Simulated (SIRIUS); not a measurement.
Crystal: In2S.

```
In S
1.0
     3.94306    0.00000    0.00000
     0.00000    3.94306    0.00000
     0.00000    0.00000    5.43495
In S
2 1
Direct
  0.50000 0.00000 0.66115
  0.00000 0.50000 0.33885
  0.00000 0.00000 0.00000
```

The cell was built by a generator and needn't be a form met in nature.

Base run:

```yaml
Program: SIRIUS 7.10.0
Functional: PBE
Potentials_or_basis: GBRV 1.5 PBE (ultrasoft)
Cutoff: 557 eV
Density_cutoff: 5442 eV
k_mesh: 5 × 5 × 4
Occupations: fermi-dirac, width 0.05 eV
Spin: no spin polarisation
```

Its results: band gap on the k mesh none (metal or under the smearing width); pressure -0.7 GPa; largest force 0.031 eV/Å.

**Question.** The run is repeated on the same cell with these changes: potentials or basis from GBRV 1.5 PBE (ultrasoft) to SG15 1.2 PBE (norm-conserving); cutoff from 557 eV to 960 eV; density cutoff from 5442 eV to 3840 eV. What comes out?

**Answer.** Band gap on the k mesh none (metal or under the smearing width); pressure 0.2 GPa; largest force 0.004 eV/Å.
